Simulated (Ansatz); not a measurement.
# CH8GeSn: up Jacob's ladder to CCSD(T)

The task here is to estimate one member of a computed series from the others.

Program: Ansatz 0.2.0, Gaussian basis. Level of theory: functionals in def2-TZVPP, the program's frozen cores in correlated methods. These are calculated values, not measurements.

Levels to be run: LDA (SPW92), PBE-D4, revPBE-D4, BLYP-D4, r2SCAN-D4, B97M-V, PBE0-D4, B3LYP-D4, r2SCANh-D4, r2SCAN0-D4, HSE06-D4, BHLYP-D4, CAM-B3LYP-D4, LC-ωPBE, ωB97X-V, ωB97M-V, B2PLYP, PBE-QIDH; CCSD(T)/def2-SVP; CCSD(T)/def2-TZVPP; MP2/def2-QZVPP; extrapolation to the limit; RPA on PBE.

## The geometry

An earlier PBE0-D4 in a triple-zeta def2 set relaxation fixed the geometry. Sn takes the def2 core potential; no spin-orbit term is included.

SMILES `[CH3][SnH2][GeH3]`, 11 atoms, charge 0, spin multiplicity 1.

Atoms are counted from 1 here; the program's logs count them from 0.

Bond lengths: C1–Sn2 2.144 Å, C1–H4 1.090 Å, C1–H5 1.090 Å, C1–H6 1.090 Å, Sn2–Ge3 2.598 Å, Sn2–H7 1.712 Å, Sn2–H8 1.712 Å, Ge3–H9 1.539 Å, Ge3–H10 1.538 Å, Ge3–H11 1.539 Å. Angles: Sn2–C1–H4 109.8°, Sn2–C1–H5 109.9°, Sn2–C1–H6 109.9°, H4–C1–H5 109.1°, H4–C1–H6 109.1°, H5–C1–H6 109.1°, C1–Sn2–Ge3 110.5°, C1–Sn2–H7 109.3°, C1–Sn2–H8 109.3°, Ge3–Sn2–H7 109.8°, Ge3–Sn2–H8 109.8°, H7–Sn2–H8 107.9°, Sn2–Ge3–H9 110.6°, Sn2–Ge3–H10 111.5°, Sn2–Ge3–H11 110.5°, H9–Ge3–H10 108.1°, H9–Ge3–H11 107.9°, H10–Ge3–H11 108.1°.

Coordinates:

```
C    -1.3568    1.3407   -0.3882
Sn   -0.2847   -0.4737   -0.7838
Ge    1.5308   -0.8733    1.0318
H    -2.1126    1.4989   -1.1577
H    -1.8459    1.2779    0.5838
H    -0.6681    2.1854   -0.3862
H    -1.3826   -1.7875   -0.8069
H     0.4500   -0.3731   -2.3272
H     0.8878   -0.9725    2.4268
H     2.3120   -2.1725    0.7716
H     2.5354    0.2927    1.0566
```

Set-up of the first run:

in.yaml reads:

```yaml
crystal:
  periodic: [false, false, false]
  atoms:
    - {symbol: C, position_ang: [-1.356841, 1.340662, -0.388198]}
    - {symbol: Sn, position_ang: [-0.284713, -0.473703, -0.783752]}
    - {symbol: Ge, position_ang: [1.530798, -0.873299, 1.031793]}
    - {symbol: H, position_ang: [-2.112550, 1.498943, -1.157694]}
    - {symbol: H, position_ang: [-1.845907, 1.277862, 0.583771]}
    - {symbol: H, position_ang: [-0.668131, 2.185363, -0.386233]}
    - {symbol: H, position_ang: [-1.382637, -1.787532, -0.806883]}
    - {symbol: H, position_ang: [0.450046, -0.373123, -2.327186]}
    - {symbol: H, position_ang: [0.887774, -0.972479, 2.426768]}
    - {symbol: H, position_ang: [2.311977, -2.172461, 0.771635]}
    - {symbol: H, position_ang: [2.535384, 0.292668, 1.056577]}
basis:
  gaussian: {orbitals: def2-TZVPP}
hamiltonian: {xc: lda}
output: {orbitals: {seedname: orbitals}}
```

Started as:

```console
$ ansatz run in.yaml --threads 4 --pin off --events-out ev --progress --plain --max-ram 10444MiB
```

Steps of the session up to this table: LDA; PBE-D4 (GGA); revPBE-D4 (GGA); BLYP-D4 (GGA); r2SCAN-D4 (meta-GGA); B97M-V (meta-GGA); PBE0-D4 (hybrid); B3LYP-D4 (hybrid); r2SCANh-D4 (hybrid); r2SCAN0-D4 (hybrid); HSE06-D4 (hybrid); BHLYP-D4 (hybrid); CAM-B3LYP-D4 (range-separated); LC-ωPBE (range-separated); ωB97X-V (range-separated); ωB97M-V (range-separated); B2PLYP (double hybrid); PBE-QIDH (double hybrid).

One of the session's tables, all rows but one given; the rest of the session is left out.

It belongs to the step «Orbital energies across the functionals». 

```
  functional  HOMO (eV)  gap (eV)
 LDA (SPW92)      -6.75      5.78
      PBE-D4      -6.62      5.88
   revPBE-D4      -6.57      5.91
     BLYP-D4      -6.47      5.74
   r2SCAN-D4          ?         ?
      B97M-V      -6.95      6.35
     PBE0-D4      -7.65      7.70
    B3LYP-D4      -7.45      7.24
  r2SCANh-D4      -7.25      7.15
  r2SCAN0-D4      -7.82      8.09
    HSE06-D4      -7.27      6.96
    BHLYP-D4      -8.56      9.27
CAM-B3LYP-D4      -8.86      9.73
     LC-ωPBE     -10.13     12.09
     ωB97X-V      -9.82     11.62
     ωB97M-V      -9.65     11.09
```

Estimate the missing values for r2SCAN-D4.

Worked estimate for «HOMO (eV)». Against the share of exact exchange, r2SCANh-D4 (0.1, -7.25), r2SCAN0-D4 (0.25, -7.82) give a slope of -3.80 per unit share; at 0 the line stands at -6.87.

**Answer.** HOMO (eV): -6.88; gap (eV): 6.49. In «HOMO (eV)» the line misses by +0.01.
